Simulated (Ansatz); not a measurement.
# C5H15O5Ta: how energies converge with the basis set

How large a basis does C5H15O5Ta need? Two functionals are run in growing sets.

Method: one geometry, several basis sets; program: Ansatz 0.2.0, Gaussian basis.

Plan: PBE0-D4/def2-SVP; ωB97M-V/def2-SVP; PBE0-D4/def2-QZVPP; ωB97M-V/def2-QZVPP; the functionals' def2-TZVPP values are taken from earlier runs.

### 1 The relaxed structure

All runs share one geometry, relaxed beforehand with PBE0-D4 in a triple-zeta def2 set. Ta takes the def2 core potential; no spin-orbit term is included.

SMILES `C[O][Ta]([O]C)([O]C)([O]C)[O]C`, 26 atoms, charge 0, spin multiplicity 1.

Atoms are counted from 1 here; the program's logs count them from 0.

Bond lengths: C1–O2 1.398 Å, C1–H12 1.095 Å, C1–H13 1.095 Å, C1–H14 1.095 Å, O2–Ta3 1.919 Å, Ta3–O4 1.923 Å, Ta3–O6 1.918 Å, Ta3–O8 1.896 Å, Ta3–O10 1.909 Å, O4–C5 1.388 Å, C5–H15 1.095 Å, C5–H16 1.097 Å, C5–H17 1.097 Å, O6–C7 1.397 Å, C7–H18 1.095 Å, C7–H19 1.095 Å, C7–H20 1.095 Å, O8–C9 1.398 Å and more. Angles: O2–C1–H12 110.1°, O2–C1–H13 111.4°, O2–C1–H14 109.6°, H12–C1–H13 108.8°, H12–C1–H14 108.2°, H13–C1–H14 108.6°, C1–O2–Ta3 135.4°, O2–Ta3–O4 85.8°, O2–Ta3–O6 122.7°, O2–Ta3–O8 118.3°, O2–Ta3–O10 90.4°, O4–Ta3–O6 89.4°, O4–Ta3–O8 92.4°, O4–Ta3–O10 172.3°, O6–Ta3–O8 118.9°, O6–Ta3–O10 86.9°, O8–Ta3–O10 95.4°, Ta3–O4–C5 144.0° and more.

Coordinates:

```xyz
26

C     0.0608   -2.9543   -0.5963
O    -0.4556   -1.7370   -0.1439
Ta    0.2620    0.0086    0.2019
O    -1.5510    0.5249    0.5796
C    -2.8813    0.1933    0.3620
O     0.3511    1.3769   -1.1397
C    -0.4730    2.4229   -1.5616
O     0.8279    0.4162    1.9649
C     0.2583    0.8810    3.1545
O     1.9783   -0.5597   -0.4099
C     2.9143   -0.5428   -1.4328
H    -0.3378   -3.1867   -1.5897
H     1.1543   -2.9293   -0.6524
H    -0.2356   -3.7564    0.0872
H    -3.4772    0.4057    1.2562
H    -2.9717   -0.8734    0.1239
H    -3.3004    0.7719   -0.4700
H    -0.7714    2.2675   -2.6038
H     0.0710    3.3711   -1.4999
H    -1.3741    2.4963   -0.9432
H     0.3580    0.1205    3.9349
H     0.7790    1.7852    3.4840
H    -0.8033    1.1120    3.0160
H     2.8645   -1.4626   -2.0275
H     3.9242   -0.4595   -1.0178
H     2.7345    0.3114   -2.0968
```

### 2 PBE0-D4 in def2-SVP

Input file in.yaml:

```yaml
crystal:
  periodic: [false, false, false]
  atoms:
    - {symbol: C, position_ang: [0.060831, -2.954320, -0.596336]}
    - {symbol: O, position_ang: [-0.455558, -1.737031, -0.143920]}
    - {symbol: Ta, position_ang: [0.262002, 0.008648, 0.201919]}
    - {symbol: O, position_ang: [-1.550980, 0.524948, 0.579590]}
    - {symbol: C, position_ang: [-2.881300, 0.193349, 0.362040]}
    - {symbol: O, position_ang: [0.351078, 1.376938, -1.139684]}
    - {symbol: C, position_ang: [-0.472982, 2.422907, -1.561606]}
    - {symbol: O, position_ang: [0.827895, 0.416213, 1.964871]}
    - {symbol: C, position_ang: [0.258348, 0.881039, 3.154473]}
    - {symbol: O, position_ang: [1.978261, -0.559674, -0.409883]}
    - {symbol: C, position_ang: [2.914317, -0.542763, -1.432844]}
    - {symbol: H, position_ang: [-0.337768, -3.186731, -1.589658]}
    - {symbol: H, position_ang: [1.154328, -2.929350, -0.652430]}
    - {symbol: H, position_ang: [-0.235610, -3.756370, 0.087242]}
    - {symbol: H, position_ang: [-3.477230, 0.405682, 1.256177]}
    - {symbol: H, position_ang: [-2.971673, -0.873362, 0.123888]}
    - {symbol: H, position_ang: [-3.300429, 0.771919, -0.469998]}
    - {symbol: H, position_ang: [-0.771369, 2.267468, -2.603829]}
    - {symbol: H, position_ang: [0.070990, 3.371148, -1.499926]}
    - {symbol: H, position_ang: [-1.374145, 2.496261, -0.943249]}
    - {symbol: H, position_ang: [0.358013, 0.120541, 3.934913]}
    - {symbol: H, position_ang: [0.778998, 1.785216, 3.484009]}
    - {symbol: H, position_ang: [-0.803326, 1.112006, 3.015981]}
    - {symbol: H, position_ang: [2.864452, -1.462617, -2.027486]}
    - {symbol: H, position_ang: [3.924222, -0.459496, -1.017771]}
    - {symbol: H, position_ang: [2.734532, 0.311430, -2.096784]}
basis:
  gaussian: {orbitals: def2-SVP}
hamiltonian: {xc: pbe0, dispersion: d4}
output: {orbitals: {seedname: orbitals}}
```

Run with:

```console
> ansatz run in.yaml --threads 11 --pin off --events-out ev --progress --plain --max-ram 120832MiB --backend cpu
```

Further steps of the session: ωB97M-V in def2-SVP; PBE0-D4 in def2-QZVPP; ωB97M-V in def2-QZVPP.

Before running them: what should the planned runs give, taken together? Wanted: PBE0-D4: double and triple zeta above quadruple; ωB97M-V: double and triple zeta above quadruple.

The runs gave:

```
                                       quantity           value
PBE0-D4: double and triple zeta above quadruple  19.50, 0.88 eV
ωB97M-V: double and triple zeta above quadruple  20.14, 0.84 eV
```

**Reading.** PBE0-D4 gains 18.62 eV from double to triple zeta, then 0.88 eV more. These are total energies; as a rule much of such shifts cancels in differences, which this series doesn't test. The LUMO of ωB97M-V is positive and keeps falling with the basis (1.90 to 1.15 eV): an unbound level that the basis holds in place.
